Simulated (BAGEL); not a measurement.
**HF/6-31G(d) (density fitting with qzvpp-jkfit, spherical functions) run of ZnBH3O (SMILES [BH2][Zn][OH])**

Aim: the vertical singlet–triplet gap of ZnBH3O at HF/6-31G* (density fitting with qzvpp-jkfit, spherical functions), from 2 runs. 

The calculation is run with BAGEL 1.2.2.

4 further runs of the same task are left out: 4 that didn't finish. Runs told in other sessions of the task aren't counted.

### Step 1. The molecule

ZnBH3O has 6 atoms, charge 0, and is taken as a singlet. As SMILES, `[BH2][Zn][OH]`. The coordinates come from a PBE0-D4/def2-TZVP relaxation.

Bond lengths: B1–Zn2 2.036 Å, Zn2–O3 1.783 Å, B1–H4 1.197 Å, B1–H5 1.197 Å, O3–H6 0.958 Å. Angles: B1–Zn2–O3 176.1°, Zn2–B1–H4 122.1°, Zn2–B1–H5 121.9°, Zn2–O3–H6 118.1°, H4–B1–H5 116.0°.

### Step 2. A single-point energy at HF/6-31G(d) (density fitting with qzvpp-jkfit, spherical functions)

hf.json

```json
{ "bagel": [

{
  "title": "molecule",
  "basis": "6-31gs.json",
  "df_basis": "qzvpp-jkfit",
  "angstrom": true,
  "geometry": [
    { "atom": "B", "xyz": [   -1.105600,    0.409400,   -0.906500 ] },
    { "atom": "Zn", "xyz": [    0.421100,   -0.026500,    0.368400 ] },
    { "atom": "O", "xyz": [    1.765400,   -0.289800,    1.510000 ] },
    { "atom": "H", "xyz": [   -1.663900,   -0.437200,   -1.543000 ] },
    { "atom": "H", "xyz": [   -1.498500,    1.529200,   -1.064800 ] },
    { "atom": "H", "xyz": [    2.081400,   -1.185100,    1.636000 ] }
  ]
},
{ "title": "hf", "charge": 0 },
{ "title": "print", "file": "orbitals.molden", "orbitals": true }

]}
```

The basis set 6-31G* is read from a file made from the Basis Set Exchange's data (not shown).

On the command line:

```bash
$ BAGEL_NUM_THREADS=1 BAGEL hf.json > hf.out
```

The log of the run:

```text
* using 1 threads per process

  ===============================================================
  ===============================================================

  *** Geometry ***

  { "atom" : "B", "xyz" : [     -2.089281,      0.773654,     -1.713037 ] },
  { "atom" : "Zn", "xyz" : [      0.795764,     -0.050078,      0.696175 ] },
  { "atom" : "O", "xyz" : [      3.336123,     -0.547643,      2.853486 ] },
  { "atom" : "H", "xyz" : [     -3.144315,     -0.826188,     -2.915847 ] },
  { "atom" : "H", "xyz" : [     -2.831755,      2.889769,     -2.012180 ] },
  { "atom" : "H", "xyz" : [      3.933276,     -2.239514,      3.091592 ] },

  Number of auxiliary basis functions:      470

  Since a DF basis is specified, we compute 2- and 3-index integrals:
    o Being stored without compression. Storage requirement is 0.017 GB

  Number of basis functions:       68
  Number of electrons      :       46

    * METHOD: MOLECULE                             0.24

  *** RHF ***

  === Nuclear Repulsion ===
   145.2752206503

      * DIIS with orbital gradients will be used.

  === RHF iteration (6-31gs.json) ===
      0      -1878.52019268          0.02428818           0.05
      1      -1878.61343877          0.02037991           0.05
      2      -1878.74390535          0.00155486           0.05
      3      -1878.74572652          0.00039453           0.05
      4      -1878.74582050          0.00020696           0.05
      5      -1878.74584055          0.00004633           0.05
      6      -1878.74584332          0.00001088           0.05
      7      -1878.74584346          0.00000285           0.05
      8      -1878.74584347          0.00000109           0.05
      9      -1878.74584348          0.00000047           0.05
     10      -1878.74584348          0.00000016           0.05
     11      -1878.74584348          0.00000007           0.05
     12      -1878.74584348          0.00000003           0.05
     13      -1878.74584348          0.00000001           0.05
    * SCF iteration converged.

    * Permanent dipole moment:
           (    0.403641,     0.515620,     0.443570) a.u.

    * METHOD: HF                                   0.88

    * METHOD: PRINT                                0.01

  ===============================================================
```

Run time: 1.3 s. Hardware: 1 thread of Arm Neoverse V1, shared host; peak memory 0.097 GiB.

### Step 3. The triplet, same level

hf.json

```json
{ "bagel" : [

{
  "title" : "molecule",
  "basis" : "6-31gs.json",
  "df_basis" : "qzvpp-jkfit",
  "angstrom" : "true",
  "geometry" : [
    { "atom" : "B", "xyz" : [      -1.105600,       0.409400,      -0.906500 ] },
    { "atom" : "Zn", "xyz" : [       0.421100,      -0.026500,       0.368400 ] },
    { "atom" : "O", "xyz" : [       1.765400,      -0.289800,       1.510000 ] },
    { "atom" : "H", "xyz" : [      -1.663900,      -0.437200,      -1.543000 ] },
    { "atom" : "H", "xyz" : [      -1.498500,       1.529200,      -1.064800 ] },
    { "atom" : "H", "xyz" : [       2.081400,      -1.185100,       1.636000 ] }
  ]
},

{ "title" : "uhf", "nopen" : 2 },

{ "title" : "print", "file" : "orbitals.molden", "orbitals" : "true" }

]}
```

The basis set 6-31G* is read from a file made from the Basis Set Exchange's data (not shown).

On the command line:

```bash
$ BAGEL_NUM_THREADS=1 BAGEL hf.json > hf.out
```

The log of the run:

```text
* using 1 threads per process

  ===============================================================
  ===============================================================

  *** Geometry ***

  { "atom" : "B", "xyz" : [     -2.089281,      0.773654,     -1.713037 ] },
  { "atom" : "Zn", "xyz" : [      0.795764,     -0.050078,      0.696175 ] },
  { "atom" : "O", "xyz" : [      3.336123,     -0.547643,      2.853486 ] },
  { "atom" : "H", "xyz" : [     -3.144315,     -0.826188,     -2.915847 ] },
  { "atom" : "H", "xyz" : [     -2.831755,      2.889769,     -2.012180 ] },
  { "atom" : "H", "xyz" : [      3.933276,     -2.239514,      3.091592 ] },

  Number of auxiliary basis functions:      470

  Since a DF basis is specified, we compute 2- and 3-index integrals:
    o Being stored without compression. Storage requirement is 0.017 GB

  Number of basis functions:       68
  Number of electrons      :       46

    * METHOD: MOLECULE                             0.23

  *** Open-shell HF ***

  === Nuclear Repulsion ===
   145.2752206503

      * DIIS with orbital gradients will be used.

  === UHF iteration (6-31gs.json) ===
      0      -1878.44516812          0.04584102           0.10
      1      -1878.53945561          0.03721535           0.10
      2      -1878.59525035          0.02723163           0.10
      3      -1878.65732847          0.00198814           0.10
      4      -1878.65853158          0.00110254           0.10
      5      -1878.65884363          0.00057421           0.10
      6      -1878.65899021          0.00015721           0.10
      7      -1878.65901420          0.00004997           0.09
      8      -1878.65901832          0.00001837           0.09
      9      -1878.65901914          0.00000827           0.09
     10      -1878.65901935          0.00000429           0.09
     11      -1878.65901940          0.00000270           0.09
     12      -1878.65901942          0.00000141           0.09
     13      -1878.65901943          0.00000070           0.09
     14      -1878.65901943          0.00000044           0.09
     15      -1878.65901944          0.00000026           0.09
     16      -1878.65901944          0.00000010           0.09
     17      -1878.65901944          0.00000004           0.09
     18      -1878.65901944          0.00000002           0.09
     19      -1878.65901944          0.00000001           0.09
     20      -1878.65901944          0.00000001           0.09
    * SCF iteration converged.

    * S^2 (UHF) is 2.0096

    * Permanent dipole moment:
           (   -0.229895,     0.700847,    -0.084690) a.u.

    * METHOD: UHF                                  2.18

    * METHOD: PRINT                                0.01

  ===============================================================
```

Wall time 2.5 s (1 thread of Arm Neoverse V1, shared host); peak memory 0.097 GiB.

### Step 4. Outcome

Level: HF/6-31G* (density fitting with qzvpp-jkfit, spherical functions).

| quantity | value |
| --- | --- |
| singlet: total energy | -1878.74584 Eh |
| singlet: dipole moment | 2.01 D |
| singlet: HOMO energy | -10.20 eV |
| singlet: LUMO energy | 1.03 eV |
| singlet: HOMO–LUMO gap | 11.23 eV |
| triplet: total energy | -1878.65902 Eh |
| triplet: dipole moment | 1.89 D |
| triplet: ⟨S²⟩ | 2.010 |
| vertical energy of the triplet above the singlet | 2.363 eV |

**Reading.** At this shape the triplet lies 2.36 eV (54 kcal/mol) above the singlet.
